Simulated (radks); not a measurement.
# Mn³⁺ in [Ar] 3d4: an all-electron calculation

Wanted: eigenvalues, radial structure and energy terms of the manganese ion Mn3+.

Program: radks (a radial shooting solver on a logarithmic mesh, Libxc functionals) version 1. Level of theory: scalar-relativistic Kohn-Sham, XLYP, spin-polarised, spherical densities, finite nucleus; open shells are filled with parallel spins first. These are calculated values, not measurements, unless marked.

## (1) Starting point

* element: manganese (Z = 25)
* charge: +3
* electrons: 22
* configuration: [Ar] 3d4
* nuclear rms radius: 3.7057 fm

Outer shells as boxes (Hund's rule):

Mn³⁺
```
[Ar] core
3d [↑ ][↑ ][↑ ][↑ ][  ]
```

## (2) Self-consistent calculation

The run's settings:

```text
Z 25
configuration [Ar] 3d4
relativity scalar-relativistic
functional xlyp
spin polarised
nucleus finite rms 3.7057 fm
c 137.035999084
```

Command:

```bash
> python run_ks.py task.json out
```

This one command runs every case of the session in turn.

What does the calculation give?

As calculated:

| quantity | value |
| --- | --- |
| total energy | -1156.89590 hartree |
| exchange-correlation share of it | 4.47 % |
| −T/E | 1.0112 |
| highest occupied level | 3d up, -42.728 eV |
| most extended occupied level | 3d up, <r> = 1.03 bohr |
| radius at density 0.001 e/bohr³ | 2.75 bohr |
| maxima of the radial density | 3 |
| ionisation energy, NIST | 51.2 (semi-emp.) eV |

**Reading.** The radial density shows 3 maxima for 3 occupied principal shells. Relativity lifts −T/E to 1.011. Minus the highest eigenvalue, 42.728 eV, is 83 % of the tabulated ionisation energy (51.2 eV); the potential of a semilocal functional falls off too fast, so its top eigenvalue is too shallow. Open shells are spherical and high-spin; term and fine-structure splittings are not resolved.
